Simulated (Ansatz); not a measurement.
**AlF₂H₆NSi₂: basis-set convergence**

One table from this session's results is given with a row withheld; the runs are named, their logs left out.

Program: Ansatz 0.2.0, Gaussian basis. Level of theory: one geometry, several basis sets. These are calculated values, not measurements.

The runs, in order: PBE0-D4/def2-SVP; ωB97M-V/def2-SVP; PBE0-D4/def2-QZVPP; ωB97M-V/def2-QZVPP; the functionals' def2-TZVPP values are taken from earlier runs.

## Structure used throughout

All runs share one geometry, relaxed beforehand with PBE0-D4 in a triple-zeta def2 set.

SMILES `[F][Al]([F])[N]([SiH3])[SiH3]`, 12 atoms, charge 0, spin multiplicity 1.

Atoms are counted from 1 here; the program's logs count them from 0.

Bond lengths: F1–Al2 1.637 Å, Al2–F3 1.637 Å, Al2–N4 1.765 Å, N4–Si5 1.743 Å, N4–Si6 1.743 Å, Si5–H7 1.484 Å, Si5–H8 1.488 Å, Si5–H9 1.487 Å, Si6–H10 1.484 Å, Si6–H11 1.487 Å, Si6–H12 1.488 Å. Angles: F1–Al2–F3 118.4°, F1–Al2–N4 120.9°, F3–Al2–N4 120.7°, Al2–N4–Si5 121.6°, Al2–N4–Si6 121.7°, Si5–N4–Si6 116.7°, N4–Si5–H7 109.4°, N4–Si5–H8 108.9°, N4–Si5–H9 111.4°, H7–Si5–H8 109.7°, H7–Si5–H9 109.2°, H8–Si5–H9 108.2°, N4–Si6–H10 109.3°, N4–Si6–H11 111.4°, N4–Si6–H12 109.0°, H10–Si6–H11 109.3°, H10–Si6–H12 109.7°, H11–Si6–H12 108.2°.

Set-up of the first run:

in.yaml

```yaml
crystal:
  periodic: [false, false, false]
  atoms:
    - {symbol: F, position_ang: [2.185116, -2.206785, 0.231752]}
    - {symbol: Al, position_ang: [0.887167, -1.467883, 0.902326]}
    - {symbol: F, position_ang: [0.353949, -1.998595, 2.356344]}
    - {symbol: N, position_ang: [0.081741, -0.129873, 0.079241]}
    - {symbol: Si, position_ang: [-1.415307, 0.539727, 0.670875]}
    - {symbol: Si, position_ang: [0.743354, 0.588428, -1.364873]}
    - {symbol: H, position_ang: [-2.098564, -0.462242, 1.526530]}
    - {symbol: H, position_ang: [-2.281243, 0.882281, -0.489818]}
    - {symbol: H, position_ang: [-1.182334, 1.779003, 1.458293]}
    - {symbol: H, position_ang: [2.193985, 0.284487, -1.444000]}
    - {symbol: H, position_ang: [0.067012, 0.074620, -2.585045]}
    - {symbol: H, position_ang: [0.541925, 2.061733, -1.307826]}
basis:
  gaussian: {orbitals: def2-SVP}
hamiltonian: {xc: pbe0, dispersion: d4}
output: {orbitals: {seedname: orbitals}}
```

The run is started by

```sh
ansatz run in.yaml --threads 4 --pin off --events-out ev --progress --plain --max-ram 11315MiB
```

Steps of the session up to this table: PBE0-D4 in def2-SVP; ωB97M-V in def2-SVP; PBE0-D4 in def2-QZVPP; ωB97M-V in def2-QZVPP.

One table of the session follows, with a row left open; its other results are not shown here.

It belongs to the step «Density functionals: the series». 

```
functional       basis  HOMO (eV)
   PBE0-D4    def2-SVP      -8.09
   PBE0-D4  def2-TZVPP      -8.20
   PBE0-D4  def2-QZVPP      -8.21
   ωB97M-V    def2-SVP     -10.30
   ωB97M-V  def2-TZVPP          ?
   ωB97M-V  def2-QZVPP     -10.47
```

**Question.** Estimate the row for ωB97M-V, def2-TZVPP.

As computed: HOMO (eV): -10.45. In the column «HOMO (eV)» it lies between ωB97M-V, def2-QZVPP (-10.47) and ωB97M-V, def2-SVP (-10.30).
